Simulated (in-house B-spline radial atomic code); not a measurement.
**Er³⁺ in a hard spherical wall**

What does confinement do to Er³⁺? The free system is solved first, then the same system inside hard walls. More than one configuration is followed.

Method: non-relativistic r2SCAN, spin-polarised, spherical fractional occupations, point nucleus, basis-set limit. Code: in-house B-spline radial atomic code version 1.

**1. What is computed**

* element: erbium (Z = 68)
* charge: +3
* electrons: 65
* configuration: [Xe] 4f11
* Hamiltonian: non-relativistic
* nucleus: point

Outer shells as boxes (Hund's rule):

[Xe] 4f11
```
[Xe] core
4f [↑↓][↑↓][↑↓][↑↓][↑ ][↑ ][↑ ]
```

Where spins are not typed, each open shell is filled with up spins first.

Settings of the run:

```ini
Z = 68
electrons = 65.0
configuration = [Xe] 4f11
hamiltonian = nr
method = r2scan
spin_polarised = True
```

From the earlier run of the reference: total energy -12500.505210 hartree. Levels, eight at most:

| orbital | occupation | energy (eV) | <r> (bohr) |
| --- | --- | --- | --- |
| 4d up | 5 | -205.36 | 0.5836 |
| 4d down | 5 | -201.67 | 0.5844 |
| 5s up | 1 | -75.202 | 1.322 |
| 5s down | 1 | -73.951 | 1.335 |
| 5p up | 3 | -54.964 | 1.464 |
| 5p down | 3 | -54.017 | 1.480 |
| 4f up | 7 | -41.647 | 0.7282 |
| 4f down | 4 | -38.245 | 0.7433 |

**2. Wall at 4.8 bohr, configuration [Xe] 4f11**

Changes to the settings of step 1:

```diff
@@ -6 +6,2 @@
 spin_polarised = True
+wall_radius = 4.8
```

The program writes no log. Results of the run, from its result record (rounded, main fields):

```text
{
  "status": "converged",
  "iterations": 9,
  "energy [hartree]": {"total": -12500.5042324, "kinetic": 12497.0199946, "nuclear": -29657.2525283, "coulomb": 4925.02762061, "xc": -265.299319357},
  "orbitals [hartree, bohr; first row names the columns]": [
    ["name", "occ", "eps", "<r>"],
    ["1s up", 1.0, -1967.2577, 0.022298],
    ["1s down", 1.0, -1967.2576, 0.022298],
    ["2s up", 1.0, -319.00153, 0.094587],
    ["2s down", 1.0, -319.00069, 0.094585],
    ["2p up", 3.0, -304.35322, 0.080159],
    ["2p down", 3.0, -304.35246, 0.080158],
    ["3s up", 1.0, -72.220816, 0.24218],
    ["3s down", 1.0, -72.13936, 0.24204],
    ["3p up", 3.0, -65.587754, 0.23217],
    ["3p down", 3.0, -65.513578, 0.23203],
    ["3d up", 5.0, -53.256636, 0.20516],
    ["3d down", 5.0, -53.203441, 0.205],
    ["4s up", 1.0, -15.058641, 0.5445],
    ["4s down", 1.0, -14.924099, 0.54472],
    ["4p up", 3.0, -12.369233, 0.55574],
    ["4p down", 3.0, -12.234076, 0.55606],
    ["4d up", 5.0, -7.5455085, 0.58356],
    ["4d down", 5.0, -7.4098992, 0.58443],
    ["5s up", 1.0, -2.7626811, 1.3215],
    ["5s down", 1.0, -2.7167275, 1.3347],
    ["5p up", 3.0, -2.0188933, 1.4632],
    ["5p down", 3.0, -1.9841001, 1.4792],
    ["4f up", 7.0, -1.5292814, 0.72812],
    ["4f down", 4.0, -1.404283, 0.74314]
  ],
  "sum_r [bohr^k]": {"-1": 436.1361, "1": 34.45951, "2": 33.98807},
  "energy_minus_base [hartree]": 0.000977593689
}
```

It took 0.29 s on 1 thread, shared host.

energy_minus_base is the energy less that of the reference run. Meta-GGA runs start from a PBE run whose iterations are not counted.

**3. Wall at 2.64 bohr, configuration [Xe] 4f11**

Changes to the settings of step 2:

```diff
@@ -6,2 +6,2 @@
 spin_polarised = True
-wall_radius = 4.8
+wall_radius = 2.64
```

From the record:

```text
{
  "status": "converged",
  "iterations": 8,
  "energy [hartree]": {"total": -12499.6069574, "kinetic": 12503.2269954, "nuclear": -29681.2002212, "coulomb": 4944.21914165, "xc": -265.852873266},
  "orbitals [hartree, bohr; first row names the columns]": [
    ["name", "occ", "eps", "<r>"],
    ["1s up", 1.0, -1966.9102, 0.022298],
    ["1s down", 1.0, -1966.9102, 0.022298],
    ["2s up", 1.0, -318.66999, 0.094588],
    ["2s down", 1.0, -318.66918, 0.094586],
    ["2p up", 3.0, -304.01963, 0.08016],
    ["2p down", 3.0, -304.01897, 0.080159],
    ["3s up", 1.0, -71.902367, 0.24219],
    ["3s down", 1.0, -71.821826, 0.24206],
    ["3p up", 3.0, -65.268785, 0.23218],
    ["3p down", 3.0, -65.195473, 0.23204],
    ["3d up", 5.0, -52.936361, 0.20517],
    ["3d down", 5.0, -52.883813, 0.20501],
    ["4s up", 1.0, -14.755931, 0.5448],
    ["4s down", 1.0, -14.62228, 0.54501],
    ["4p up", 3.0, -12.067522, 0.55618],
    ["4p down", 3.0, -11.933288, 0.5565],
    ["4d up", 5.0, -7.246906, 0.58466],
    ["4d down", 5.0, -7.112388, 0.58555],
    ["5s up", 1.0, -2.5186186, 1.2759],
    ["5s down", 1.0, -2.471758, 1.2843],
    ["5p up", 3.0, -1.7316493, 1.3526],
    ["5p down", 3.0, -1.6925847, 1.3606],
    ["4f up", 7.0, -1.2422974, 0.72258],
    ["4f down", 4.0, -1.1183137, 0.73358]
  ],
  "sum_r [bohr^k]": {"-1": 436.4882, "1": 33.61352, "2": 30.8236},
  "energy_minus_base [hartree]": 0.898252636
}
```

It took 0.25 s on 1 thread, shared host.

**4. Wall at 4.8 bohr, configuration [Kr] 4d10 4f11 5s2 5p5 5f1**

Settings of the run:

```ini
Z = 68
electrons = 65.0
configuration = [Kr] 4d10 4f11 5s2 5p5 5f1
hamiltonian = nr
method = r2scan
spin_polarised = True
wall_radius = 4.8
```

From the record:

```text
{
  "status": "converged",
  "iterations": 9,
  "energy [hartree]": {"total": -12498.6101931, "kinetic": 12495.8645517, "nuclear": -29640.4217849, "coulomb": 4910.889207, "xc": -264.942166958},
  "orbitals [hartree, bohr; first row names the columns]": [
    ["name", "occ", "eps", "<r>"],
    ["1s up", 1.0, -1967.5053, 0.022298],
    ["1s down", 1.0, -1967.5011, 0.022298],
    ["2s up", 1.0, -319.23302, 0.094585],
    ["2s down", 1.0, -319.2315, 0.094584],
    ["2p up", 3.0, -304.58801, 0.080157],
    ["2p down", 3.0, -304.58443, 0.080157],
    ["3s up", 1.0, -72.439886, 0.24217],
    ["3s down", 1.0, -72.356302, 0.24204],
    ["3p up", 3.0, -65.80769, 0.23217],
    ["3p down", 3.0, -65.730393, 0.23202],
    ["3d up", 5.0, -53.477675, 0.20515],
    ["3d down", 5.0, -53.421318, 0.20499],
    ["4s up", 1.0, -15.283196, 0.5446],
    ["4s down", 1.0, -15.143128, 0.54484],
    ["4p up", 3.0, -12.594325, 0.55587],
    ["4p down", 3.0, -12.453209, 0.55615],
    ["4d up", 5.0, -7.7713476, 0.58376],
    ["4d down", 5.0, -7.6286219, 0.58426],
    ["4f up", 7.0, -1.7529249, 0.72427],
    ["4f down", 4.0, -1.612033, 0.73116],
    ["5s up", 1.0, -2.9673538, 1.3061],
    ["5s down", 1.0, -2.8667409, 1.318],
    ["5p up", 3.0, -2.2098967, 1.4398],
    ["5p down", 2.0, -2.1191606, 1.4521],
    ["5f up", 1.0, -0.21279066, 2.7883]
  ],
  "sum_r [bohr^k]": {"-1": 435.8886, "1": 35.53826, "2": 39.21219},
  "energy_minus_base [hartree]": 1.89501692
}
```

Wall time 0.29 s (1 thread, shared host).

**5. Wall at 2.64 bohr, configuration [Kr] 4d10 4f11 5s2 5p5 5f1**

Changes to the settings of step 4:

```diff
@@ -6,2 +6,2 @@
 spin_polarised = True
-wall_radius = 4.8
+wall_radius = 2.64
```

From the record:

```text
{
  "status": "converged",
  "iterations": 8,
  "energy [hartree]": {"total": -12496.6719532, "kinetic": 12503.4205405, "nuclear": -29674.8889624, "coulomb": 4940.51346721, "xc": -265.71699845},
  "orbitals [hartree, bohr; first row names the columns]": [
    ["name", "occ", "eps", "<r>"],
    ["1s up", 1.0, -1967.0006, 0.022298],
    ["1s down", 1.0, -1966.9962, 0.022298],
    ["2s up", 1.0, -318.73389, 0.094586],
    ["2s down", 1.0, -318.73222, 0.094584],
    ["2p up", 3.0, -304.0886, 0.080158],
    ["2p down", 3.0, -304.0848, 0.080157],
    ["3s up", 1.0, -71.949622, 0.24219],
    ["3s down", 1.0, -71.860467, 0.24205],
    ["3p up", 3.0, -65.316691, 0.23219],
    ["3p down", 3.0, -65.234259, 0.23203],
    ["3d up", 5.0, -52.984704, 0.20517],
    ["3d down", 5.0, -52.924587, 0.205],
    ["4s up", 1.0, -14.821255, 0.545],
    ["4s down", 1.0, -14.676167, 0.54533],
    ["4p up", 3.0, -12.13385, 0.55645],
    ["4p down", 3.0, -11.987766, 0.55683],
    ["4d up", 5.0, -7.3149831, 0.58514],
    ["4d down", 5.0, -7.1672315, 0.58576],
    ["4f up", 7.0, -1.3144232, 0.72563],
    ["4f down", 4.0, -1.1657122, 0.72943],
    ["5s up", 1.0, -2.5986489, 1.2753],
    ["5s down", 1.0, -2.4828117, 1.2792],
    ["5p up", 3.0, -1.8129328, 1.3526],
    ["5p down", 2.0, -1.6986023, 1.3551],
    ["5f up", 1.0, 1.1939579, 1.5691]
  ],
  "sum_r [bohr^k]": {"-1": 436.3954, "1": 33.8157, "2": 31.52583},
  "energy_minus_base [hartree]": 3.83325684
}
```

Run time: 0.25 s. Hardware: 1 thread, shared host.

**6. Wall at 4.8 bohr, configuration [Kr] 4d10 4f11 5s2 5p5 5d1**

Settings of the run:

```ini
Z = 68
electrons = 65.0
configuration = [Kr] 4d10 4f11 5s2 5p5 5d1
hamiltonian = nr
method = r2scan
spin_polarised = True
wall_radius = 4.8
```

From the record:

```text
{
  "status": "converged",
  "iterations": 8,
  "energy [hartree]": {"total": -12499.4760108, "kinetic": 12496.0499019, "nuclear": -29649.4677358, "coulomb": 4919.10558015, "xc": -265.163757084},
  "orbitals [hartree, bohr; first row names the columns]": [
    ["name", "occ", "eps", "<r>"],
    ["1s up", 1.0, -1967.3708, 0.022298],
    ["1s down", 1.0, -1967.3668, 0.022298],
    ["2s up", 1.0, -319.10156, 0.094586],
    ["2s down", 1.0, -319.09712, 0.094584],
    ["2p up", 3.0, -304.45495, 0.080158],
    ["2p down", 3.0, -304.44937, 0.080157],
    ["3s up", 1.0, -72.31412, 0.24218],
    ["3s down", 1.0, -72.232155, 0.24204],
    ["3p up", 3.0, -65.681829, 0.23217],
    ["3p down", 3.0, -65.605783, 0.23203],
    ["3d up", 5.0, -53.351551, 0.20515],
    ["3d down", 5.0, -53.294859, 0.205],
    ["4s up", 1.0, -15.155508, 0.5445],
    ["4s down", 1.0, -15.015976, 0.54476],
    ["4p up", 3.0, -12.466403, 0.55576],
    ["4p down", 3.0, -12.3257, 0.55604],
    ["4d up", 5.0, -7.6431278, 0.58365],
    ["4d down", 5.0, -7.5003017, 0.58407],
    ["4f up", 7.0, -1.6272497, 0.72777],
    ["4f down", 4.0, -1.4839669, 0.73321],
    ["5s up", 1.0, -2.8621884, 1.3173],
    ["5s down", 1.0, -2.7396985, 1.3256],
    ["5p up", 3.0, -2.1143206, 1.4561],
    ["5p down", 2.0, -2.0002381, 1.4674],
    ["5d up", 1.0, -1.0055095, 1.9104]
  ],
  "sum_r [bohr^k]": {"-1": 436.0216, "1": 34.78902, "2": 35.35078},
  "energy_minus_base [hartree]": 1.0291992
}
```

It took 0.28 s on 1 thread, shared host.

**7. Wall at 2.64 bohr, configuration [Kr] 4d10 4f11 5s2 5p5 5d1**

Changes to the settings of step 6:

```diff
@@ -6,2 +6,2 @@
 spin_polarised = True
-wall_radius = 4.8
+wall_radius = 2.64
```

From the record:

```text
{
  "status": "converged",
  "iterations": 8,
  "energy [hartree]": {"total": -12498.3627461, "kinetic": 12502.8946051, "nuclear": -29676.9467528, "coulomb": 4941.50083381, "xc": -265.811432265},
  "orbitals [hartree, bohr; first row names the columns]": [
    ["name", "occ", "eps", "<r>"],
    ["1s up", 1.0, -1966.9703, 0.022298],
    ["1s down", 1.0, -1966.9658, 0.022298],
    ["2s up", 1.0, -318.71647, 0.094588],
    ["2s down", 1.0, -318.70966, 0.094586],
    ["2p up", 3.0, -304.06719, 0.08016],
    ["2p down", 3.0, -304.05964, 0.080159],
    ["3s up", 1.0, -71.945061, 0.24219],
    ["3s down", 1.0, -71.86358, 0.24205],
    ["3p up", 3.0, -65.312236, 0.23219],
    ["3p down", 3.0, -65.236285, 0.23204],
    ["3d up", 5.0, -52.980402, 0.20517],
    ["3d down", 5.0, -52.922691, 0.20502],
    ["4s up", 1.0, -14.80448, 0.54479],
    ["4s down", 1.0, -14.663552, 0.54504],
    ["4p up", 3.0, -12.116428, 0.5562],
    ["4p down", 3.0, -11.974168, 0.55646],
    ["4d up", 5.0, -7.2964938, 0.5848],
    ["4d down", 5.0, -7.1516501, 0.58513],
    ["4f up", 7.0, -1.2946956, 0.72431],
    ["4f down", 4.0, -1.1473822, 0.72709],
    ["5s up", 1.0, -2.5847227, 1.2761],
    ["5s down", 1.0, -2.4482841, 1.2807],
    ["5p up", 3.0, -1.7977508, 1.3526],
    ["5p down", 2.0, -1.6669168, 1.3572],
    ["5d up", 1.0, -0.46876355, 1.4892]
  ],
  "sum_r [bohr^k]": {"-1": 436.4257, "1": 33.71689, "2": 31.14806},
  "energy_minus_base [hartree]": 2.1424639
}
```

Run time: 0.25 s. Hardware: 1 thread, shared host.

**8. Results**

| configuration | radius (bohr) | energy above the free system (eV) | highest level (eV) |
| --- | --- | --- | --- |
| [Xe] 4f11 | 4.8 | 0.0266 | -38.212 (4f down) |
| [Xe] 4f11 | 2.64 | 24.443 | -30.431 (4f down) |
| [Kr] 4d10 4f11 5s2 5p5 5f1 | 4.8 | 51.566 | -5.790 (5f up) |
| [Kr] 4d10 4f11 5s2 5p5 5f1 | 2.64 | 104.31 | 32.489 (5f up) |
| [Kr] 4d10 4f11 5s2 5p5 5d1 | 4.8 | 28.006 | -27.361 (5d up) |
| [Kr] 4d10 4f11 5s2 5p5 5d1 | 2.64 | 58.299 | -12.756 (5d up) |

For [Xe] 4f11 the energy above the free reference is 0.0266 eV at 4.8 bohr and 24.443 eV at 2.64 bohr. Of [Xe] 4f11 and [Kr] 4d10 4f11 5s2 5p5 5f1, the first stays lower at every radius that both share. At 2.64 bohr the lowest of all 3 is [Xe] 4f11. A hard wall is a crude model of an atom's surroundings.
